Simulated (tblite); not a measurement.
# CH7GeSSi: the cost of one run

Computed with tblite 0.8.0 and PySCF 2.14.0, with density-fitted response routines of our own, on a single molecule in the gas phase. Atoms count from 0, in the outputs and in this text.

**1. The molecule as given**

11 atoms, charge 0, multiplicity 2; geometry from: force field or distance geometry start.

Bonds of the start (Å): Si0–C1 1.85, C1–S2 1.82, C1–Ge3 1.93, Si0–H4 1.47, Si0–H5 1.47, Si0–H6 1.47, C1–H7 1.12, S2–H8 1.40, Ge3–H9 1.56, Ge3–H10 1.54.

**2. Relaxing the molecule with GFN2-xTB**

Job settings and geometry (Å):

```
{"job": {"kind": "relax", "xc": "GFN2-xTB", "basis": "xTB"}, "charge": 0, "multiplicity": 2}
Si    -0.462300     1.278500     0.196900
C      0.445800    -0.322400     0.047200
S      1.824200    -0.147500    -1.127900
Ge    -0.693600    -1.822900    -0.357100
H     -1.915700     1.080800     0.149600
H     -0.161500     1.987600     1.448700
H     -0.101500     2.182400    -0.904900
H      0.927800    -0.532100     1.037700
H      2.779600     0.744600    -0.639300
H     -0.464900    -3.018000     0.611600
H     -2.172500    -1.428500    -0.488300
```

Launch:

```
$ OMP_NUM_THREADS=1 python probes_run.py task.json out
```

One launch serves the whole session: the jobs run in the order shown.

**Question.** How long does this first job take on 1 thread of Arm Neoverse V1, shared host, and how much memory does it need?

About 1.1 s, with a peak of 0.17 GiB.
